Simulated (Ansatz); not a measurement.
# UB2PLYP/STO-3G run of NO (nitric oxide)

Aim: the electronic atomisation energy of NO (nitric oxide) at UB2PLYP/STO-3G, from 3 runs. 

The results are computed with Ansatz 0.2.0.

32 further runs of the same task are left out: 2 that didn't finish, 30 set aside as unsound or not needed.

## (1) The structure to begin with

The species is NO (2 atoms), meant as a doublet with charge 0. SMILES: `[N]=O`. Geometry: relaxed at PBE0-D4/def2-TZVP.

Bond lengths: N1–O2 1.140 Å.

## (2) The energy at UB2PLYP/STO-3G

Input file job.yaml:

```yaml
crystal:
  periodic: [false, false, false]
  atoms:
    - symbol: N
      position_ang: [-0.483620, 0.177030, -0.243990]
    - symbol: O
      position_ang: [0.483620, -0.177030, 0.243990]
basis:
  gaussian:
    orbitals: STO-3G
hamiltonian:
  xc: {name: B2PLYP}
magnetization:
  spin_polarized: true
  initial_magnetization: 1
correlation:
  frozen_orbitals: {"N": 1, O: 1}
accuracy: high
```

On the command line:

```
ansatz run job.yaml --threads 1 --pin off --max-ram 3480MiB --events-out events.jsonl --progress --plain --runs-dir runs
```

The program printed:

```text
Warning: RAYON_NUM_THREADS=1 ignored (pool sized by the plan → 1); use --threads N
Functional definition: B2PLYP
  name "B2PLYP"
  parameter a = 0.53
  parameter c = 0.27
  exchange = (1 - a)*b88_x + a*exact_x
  correlation = (1 - c)*lyp_c + c*(mp2_os + mp2_ss)
149 factors; integrals over basis functions are off by at most 3.2e-8 eV
mean field evaluation 1: about -3480.8045 eV, gradient 4.6e0 eV
mean field evaluation 2: about -3480.8173 eV, gradient 4.7e0 eV
mean field evaluation 4: about -3480.9209 eV, gradient 1.6e0 eV
mean field evaluation 8: about -3480.9378 eV, gradient 2.3e-2 eV
mean field evaluation 16: about -3480.9376 eV, gradient 6.7e-8 eV
mean field -3480.93757277 eV, -127.9220963350 hartree, gradient 6.6e-8 eV, S^2 0.751661; 0 other end points of the search recorded, 0 dependent functions left out
2 core orbitals not correlated: weight in the atoms' cores, before any rotation towards them, 1.000 or more for the frozen orbitals, at most 0.000 for the correlated occupied ones
reference -3480.93758192 eV, -127.9220966714 hartree; 6, 5 occupied and 2, 3 virtual orbitals, 149 factors
second order -4.30886111 eV of doubles, -0.00000000 eV of singles
Total energy: -3482.10097442 eV, -127.9648505572 hartree
```

Run time: 0.64 s. Hardware: 1 thread of Arm Neoverse V1, shared host; peak memory 0.092 GiB.

## (3) The N atom

Input file input.yaml:

```yaml
crystal:
  periodic: [false, false, false]
  atoms:
    - {symbol: "N", position_ang: [0.000000, 0.000000, 0.000000]}
basis:
  gaussian: {orbitals: STO-3G}
magnetization: {spin_polarized: true, initial_magnetization: 3}
hamiltonian: {xc: {name: B2PLYP}}
correlation: {frozen_orbitals: {"N": 1}}
accuracy: high
```

On the command line:

```
ansatz run input.yaml --threads 1 --pin off --max-ram 3480MiB --events-out events.jsonl --progress --plain --runs-dir runs
```

The program printed:

```text
Warning: RAYON_NUM_THREADS=1 ignored (pool sized by the plan → 1); use --threads N
Functional definition: B2PLYP
  name "B2PLYP"
  parameter a = 0.53
  parameter c = 0.27
  exchange = (1 - a)*b88_x + a*exact_x
  correlation = (1 - c)*lyp_c + c*(mp2_os + mp2_ss)
15 factors; integrals over basis functions are off by at most 1.1e-9 eV
mean field evaluation 1: about -1464.9416 eV, gradient 1.3e-9 eV
mean field evaluation 2: about -1464.9416 eV, gradient 5.1e-10 eV
mean field -1464.94160857 eV, -53.8356111419 hartree, gradient 0.0e0 eV, S^2 3.750000; 0 other end points of the search recorded, 0 dependent functions left out
1 core orbitals not correlated: weight in the atoms' cores, before any rotation towards them, 1.000 or more for the frozen orbitals, at most 0.000 for the correlated occupied ones
reference -1464.94161750 eV, -53.8356114700 hartree; 4, 1 occupied and 0, 3 virtual orbitals, 15 factors
second order 0.00000000 eV of doubles, 0.00000000 eV of singles
Total energy: -1464.94161750 eV, -53.8356114700 hartree
```

Wall time 0.18 s (1 thread of Arm Neoverse V1, shared host).

## (4) The O atom

Input file in.yaml:

```yaml
crystal:
  periodic: [false, false, false]
  atoms:
    - {symbol: O, position_ang: [0.000000, 0.000000, 0.000000]}
basis:
  gaussian:
    orbitals: STO-3G
total_charge: 0
magnetization:
  spin_polarized: true
  initial_magnetization: 2
hamiltonian:
  xc: {name: B2PLYP}
correlation:
  frozen_orbitals: {O: 1}
accuracy: high
```

On the command line:

```
ansatz run in.yaml --threads 1 --pin off --max-ram 3480MiB --events-out events.jsonl --progress --plain --runs-dir runs
```

The program printed:

```text
Warning: RAYON_NUM_THREADS=1 ignored (pool sized by the plan → 1); use --threads N
Functional definition: B2PLYP
  name "B2PLYP"
  parameter a = 0.53
  parameter c = 0.27
  exchange = (1 - a)*b88_x + a*exact_x
  correlation = (1 - c)*lyp_c + c*(mp2_os + mp2_ss)
15 factors; integrals over basis functions are off by at most 1.1e-9 eV
mean field evaluation 1: about -2012.7424 eV, gradient 6.0e-12 eV
mean field evaluation 2: about -2012.7429 eV, gradient 5.9e-12 eV
mean field -2012.74293129 eV, -73.9669384388 hartree, gradient 0.0e0 eV, S^2 2.000000; 0 other end points of the search recorded, 0 dependent functions left out
1 core orbitals not correlated: weight in the atoms' cores, before any rotation towards them, 1.000 or more for the frozen orbitals, at most 0.000 for the correlated occupied ones
reference -2012.74293782 eV, -73.9669386789 hartree; 4, 2 occupied and 0, 2 virtual orbitals, 15 factors
second order 0.00000000 eV of doubles, 0.00000000 eV of singles
Total energy: -2012.74293782 eV, -73.9669386789 hartree
```

It took 0.18 s on 1 thread of Arm Neoverse V1, shared host.

## (5) Results

Level: UB2PLYP/STO-3G, 2 core orbitals frozen.

| quantity | value |
| --- | --- |
| molecule: total energy | -127.96485 Eh |
| molecule: ⟨S²⟩ | 0.752 |
| N atom: total energy | -53.83561 Eh |
| N atom: ⟨S²⟩ | 3.750 |
| O atom: total energy | -73.96694 Eh |
| O atom: ⟨S²⟩ | 2.000 |
| electronic atomisation energy | 4.416 eV |

In words: Taking the molecule apart into free atoms costs 4.42 eV (102 kcal/mol), before zero-point energy and without spin-orbit coupling. In a minimal basis such a difference can be off by several eV, whatever the method.
